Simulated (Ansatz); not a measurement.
# C3H9InOS: one species, many methods

An exercise on one series of results from a longer session: the logs are not shown, and one member is left open.

Program: Ansatz 0.2.0, Gaussian basis. Level of theory: functionals in def2-TZVPP, the program's frozen cores in correlated methods. These are calculated values, not measurements.

The runs, in order: LDA (SPW92), PBE-D4, revPBE-D4, BLYP-D4, r2SCAN-D4, B97M-V, PBE0-D4, B3LYP-D4, r2SCANh-D4, r2SCAN0-D4, HSE06-D4, BHLYP-D4, CAM-B3LYP-D4, LC-ωPBE, ωB97X-V, ωB97M-V, B2PLYP, PBE-QIDH; CCSD(T)/def2-SVP; CCSD(T)/def2-TZVPP; MP2/def2-QZVPP; extrapolation to the limit; RPA on PBE.

## The relaxed structure

An earlier PBE0-D4 in a triple-zeta def2 set relaxation fixed the geometry. In takes the def2 core potential; no spin-orbit term is included.

SMILES `C[CH](C)[In]([OH])[SH]`, 15 atoms, charge 0, spin multiplicity 1.

Atoms are counted from 1 here; the program's logs count them from 0.

Bond lengths: C1–C2 1.520 Å, C1–H7 1.093 Å, C1–H8 1.094 Å, C1–H9 1.097 Å, C2–C3 1.522 Å, C2–In4 2.173 Å, C2–H10 1.095 Å, C3–H11 1.093 Å, C3–H12 1.097 Å, C3–H13 1.094 Å, In4–O5 1.991 Å, In4–S6 2.386 Å, O5–H14 0.960 Å, S6–H15 1.344 Å. Angles: C2–C1–H7 112.4°, C2–C1–H8 111.8°, C2–C1–H9 110.5°, H7–C1–H8 107.6°, H7–C1–H9 107.4°, H8–C1–H9 106.9°, C1–C2–C3 112.2°, C1–C2–In4 111.2°, C1–C2–H10 109.1°, C3–C2–In4 111.1°, C3–C2–H10 108.8°, In4–C2–H10 104.1°, C2–C3–H11 112.6°, C2–C3–H12 110.3°, C2–C3–H13 111.9°, H11–C3–H12 107.3°, H11–C3–H13 107.6°, H12–C3–H13 106.8° and more.

Set-up of the first run:

in.yaml

```yaml
crystal:
  periodic: [false, false, false]
  atoms:
    - {symbol: C, position_ang: [-1.160081, -0.964060, -0.786895]}
    - {symbol: C, position_ang: [0.077666, -0.692607, 0.053067]}
    - {symbol: C, position_ang: [1.358863, -0.793802, -0.763079]}
    - {symbol: In, position_ang: [-0.060197, 1.230216, 1.055161]}
    - {symbol: O, position_ang: [1.359132, 2.018219, 2.208546]}
    - {symbol: S, position_ang: [-1.882936, 2.766135, 0.951485]}
    - {symbol: H, position_ang: [-2.078649, -0.942654, -0.195203]}
    - {symbol: H, position_ang: [-1.270511, -0.234110, -1.594369]}
    - {symbol: H, position_ang: [-1.096099, -1.953348, -1.256837]}
    - {symbol: H, position_ang: [0.121648, -1.418507, 0.872011]}
    - {symbol: H, position_ang: [2.255496, -0.636606, -0.158410]}
    - {symbol: H, position_ang: [1.442514, -1.787872, -1.219704]}
    - {symbol: H, position_ang: [1.379982, -0.067100, -1.580544]}
    - {symbol: H, position_ang: [2.131098, 1.456114, 2.303452]}
    - {symbol: H, position_ang: [-2.599728, 1.969082, 0.140717]}
basis:
  gaussian: {orbitals: def2-TZVPP}
hamiltonian: {xc: lda}
output: {orbitals: {seedname: orbitals}}
```

Run with:

```console
$ ansatz run in.yaml --threads 2 --pin off --events-out ev --progress --plain --max-ram 32768MiB --backend cuda --devices 0, --max-vram 18GiB
```

Steps of the session up to this table: LDA; PBE-D4 (GGA); revPBE-D4 (GGA); BLYP-D4 (GGA); r2SCAN-D4 (meta-GGA); B97M-V (meta-GGA); PBE0-D4 (hybrid); B3LYP-D4 (hybrid); r2SCANh-D4 (hybrid); r2SCAN0-D4 (hybrid); HSE06-D4 (hybrid); BHLYP-D4 (hybrid); CAM-B3LYP-D4 (range-separated); LC-ωPBE (range-separated); ωB97X-V (range-separated); ωB97M-V (range-separated); B2PLYP (double hybrid); PBE-QIDH (double hybrid).

One of the session's tables, all rows but one given; the rest of the session is left out.

It belongs to the step «Orbital energies across the functionals». 

| functional | HOMO (eV) | gap (eV) |
| --- | --- | --- |
| LDA (SPW92) | ? | ? |
| PBE-D4 | -6.03 | 4.20 |
| revPBE-D4 | -5.96 | 4.25 |
| BLYP-D4 | -5.86 | 4.07 |
| r2SCAN-D4 | -6.31 | 4.74 |
| B97M-V | -6.38 | 4.64 |
| PBE0-D4 | -7.26 | 6.28 |
| B3LYP-D4 | -7.00 | 5.72 |
| r2SCANh-D4 | -6.77 | 5.50 |
| r2SCAN0-D4 | -7.41 | 6.59 |
| HSE06-D4 | -6.86 | 5.51 |
| BHLYP-D4 | -8.28 | 8.05 |
| CAM-B3LYP-D4 | -8.52 | 8.43 |
| LC-ωPBE | -9.80 | 10.84 |
| ωB97X-V | -9.46 | 10.34 |
| ωB97M-V | -9.34 | 9.90 |

Estimate the missing values for LDA (SPW92).

**Answer.** HOMO (eV): -6.18; gap (eV): 4.09. In the column «HOMO (eV)» it lies between r2SCAN-D4 (-6.31) and PBE-D4 (-6.03).
